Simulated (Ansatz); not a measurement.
# AsH8NSi: the cost of one run

The runs use Ansatz 0.2.0, Gaussian basis; PBE0-D4, def2-SVP first, then def2-TZVP.

152 further runs of the same task are left out: 152 set aside as unsound or not needed.

## (1) The system as given

The guess: 11 atoms, charge 0, spin multiplicity 1.

Atoms are counted from 1 here; the program's logs count them from 0.

Bond lengths: Si1–N2 1.874 Å, Si1–H3 1.459 Å, Si1–H4 1.458 Å, Si1–H5 1.509 Å, N2–H6 1.205 Å, N2–H8 1.015 Å, N2–H9 1.015 Å, As7–H10 1.520 Å, As7–H11 1.521 Å. Angles: N2–Si1–H3 112.7°, N2–Si1–H4 112.6°, N2–Si1–H5 92.7°, H3–Si1–H4 128.9°, H3–Si1–H5 100.2°, H4–Si1–H5 100.2°, Si1–N2–H6 87.2°, Si1–N2–H8 114.6°, Si1–N2–H9 114.6°, H6–N2–H8 115.9°, H6–N2–H9 115.9°, H8–N2–H9 107.8°, H10–As7–H11 89.1°.

Coordinates:

```
Si   -0.80620   -0.58470    0.77850
N     0.99200   -0.14100    0.49590
H    -1.58990    0.53870    1.27960
H    -1.24080   -1.71100   -0.03990
H    -0.50120   -1.29670    2.07340
H     0.63650    0.40030   -0.52010
As   -0.83510    0.87760   -1.71530
H     1.39440    0.46550    1.20390
H     1.61160   -0.93730    0.38110
H     0.01910    2.10220   -1.42820
H     0.31950    0.28630   -2.50890
```

Distances that are to change: Si1–As7 2.89 Å, N2–H6 1.20 Å, Si1–N2 1.87 Å, H6–As7 1.95 Å.

## (2) Relaxing the guess with the reacting distances held

The input, hold/in.yaml:

```yaml
crystal:
  periodic: [false, false, false]
  atoms:
    - {symbol: Si, position_ang: [-0.806200, -0.584700, 0.778500]}
    - {symbol: N, position_ang: [0.992000, -0.141000, 0.495900]}
    - {symbol: H, position_ang: [-1.589900, 0.538700, 1.279600]}
    - {symbol: H, position_ang: [-1.240800, -1.711000, -0.039900]}
    - {symbol: H, position_ang: [-0.501200, -1.296700, 2.073400]}
    - {symbol: H, position_ang: [0.636500, 0.400300, -0.520100]}
    - {symbol: As, position_ang: [-0.835100, 0.877600, -1.715300]}
    - {symbol: H, position_ang: [1.394400, 0.465500, 1.203900]}
    - {symbol: H, position_ang: [1.611600, -0.937300, 0.381100]}
    - {symbol: H, position_ang: [0.019100, 2.102200, -1.428200]}
    - {symbol: H, position_ang: [0.319500, 0.286300, -2.508900]}
basis:
  gaussian: {orbitals: def2-SVP}
hamiltonian: {xc: pbe0, dispersion: d4}
relax: {f_tol: 0.04, max_steps: 150, escape_saddle: false, constraints: [{distance: [0, 6]}, {distance: [1, 5]}, {distance: [0, 1]}, {distance: [5, 6]}]}
```

Started as:

```console
$ ansatz run in.yaml --threads 4 --pin off --events-out ev --progress --plain --max-ram 9574MiB
```

**Question.** How long does this run take on 4 threads of Arm Neoverse V2, shared host?

About 7.5 s.
